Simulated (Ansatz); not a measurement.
# GaH6N: the cost of one run

Computed with Ansatz 0.2.0, Gaussian basis. Level: PBE0-D4/def2-SVP.

22 further runs of the same task are left out: 22 set aside as unsound or not needed.

## 1. Starting geometry

The first end: 8 atoms, charge 0, spin multiplicity 1.

Atoms are counted from 1 here; the program's logs count them from 0.

Bond lengths: Ga1–H2 1.582 Å, Ga1–H3 1.582 Å, Ga1–H4 1.582 Å, Ga1–N6 2.151 Å, H5–N6 1.013 Å, N6–H7 1.013 Å, N6–H8 1.013 Å. Angles: H2–Ga1–H3 118.0°, H2–Ga1–H4 118.0°, H2–Ga1–N6 98.3°, H3–Ga1–H4 118.0°, H3–Ga1–N6 98.3°, H4–Ga1–N6 98.3°, Ga1–N6–H5 110.7°, Ga1–N6–H7 110.7°, Ga1–N6–H8 110.7°, H5–N6–H7 108.2°, H5–N6–H8 108.2°, H7–N6–H8 108.2°.

As a file:

```xyz
8
GaH6N
Ga   -0.76255    0.24655   -0.78865
H    -0.12565   -0.56905   -1.98473
H    -0.59061    1.81875   -0.78885
H    -2.03575   -0.35997   -0.07267
H     1.61684    0.09372    0.44054
N     0.69652   -0.22518    0.72039
H     0.74109   -1.22581    0.87483
H     0.46001    0.22099    1.59904
```

The second end:

| atom | x (Å) | y (Å) | z (Å) |
| --- | --- | --- | --- |
| Ga1 | -0.8972 | 0.3668 | 0.0752 |
| H2 | 0.7954 | -0.4988 | -2.4038 |
| H3 | -0.8509 | 1.8094 | -0.5195 |
| H4 | -1.8872 | -0.7705 | -0.3289 |
| H5 | 1.1928 | -0.6135 | -1.7809 |
| N6 | 0.3038 | -0.0194 | 1.3796 |
| H7 | 0.3612 | -0.9082 | 1.8464 |
| H8 | 0.9819 | 0.6342 | 1.7317 |

## 2. The band at PBE0-D4/def2-SVP

Input file neb/in.yaml:

```yaml
crystal:
  periodic: [false, false, false]
  atoms:
    - {symbol: Ga, position_ang: [-0.762546, 0.246555, -0.788655]}
    - {symbol: H, position_ang: [-0.125650, -0.569045, -1.984729]}
    - {symbol: H, position_ang: [-0.590614, 1.818749, -0.788845]}
    - {symbol: H, position_ang: [-2.035754, -0.359970, -0.072670]}
    - {symbol: H, position_ang: [1.616839, 0.093722, 0.440535]}
    - {symbol: N, position_ang: [0.696522, -0.225185, 0.720387]}
    - {symbol: H, position_ang: [0.741089, -1.225812, 0.874833]}
    - {symbol: H, position_ang: [0.460014, 0.220986, 1.599044]}
basis:
  gaussian: {orbitals: def2-SVP}
hamiltonian: {xc: pbe0, dispersion: d4}
neb:
  images: 5
  climbing: true
  max_iterations: 40
  initial_path: idpp
  final_atoms:
    - {symbol: Ga, position_ang: [-0.897169, 0.366810, 0.075236]}
    - {symbol: H, position_ang: [0.795439, -0.498822, -2.403801]}
    - {symbol: H, position_ang: [-0.850862, 1.809430, -0.519484]}
    - {symbol: H, position_ang: [-1.887238, -0.770489, -0.328918]}
    - {symbol: H, position_ang: [1.192836, -0.613455, -1.780869]}
    - {symbol: N, position_ang: [0.303776, -0.019435, 1.379620]}
    - {symbol: H, position_ang: [0.361195, -0.908220, 1.846369]}
    - {symbol: H, position_ang: [0.981922, 0.634182, 1.731749]}
```

Started as:

```bash
$ ansatz run in.yaml --threads 2 --pin off --events-out ev --progress --plain --max-ram 4352MiB
```

**Question.** How long does this run take on 2 threads of Intel Xeon Platinum 8488C, shared host?

About 1.9 min.
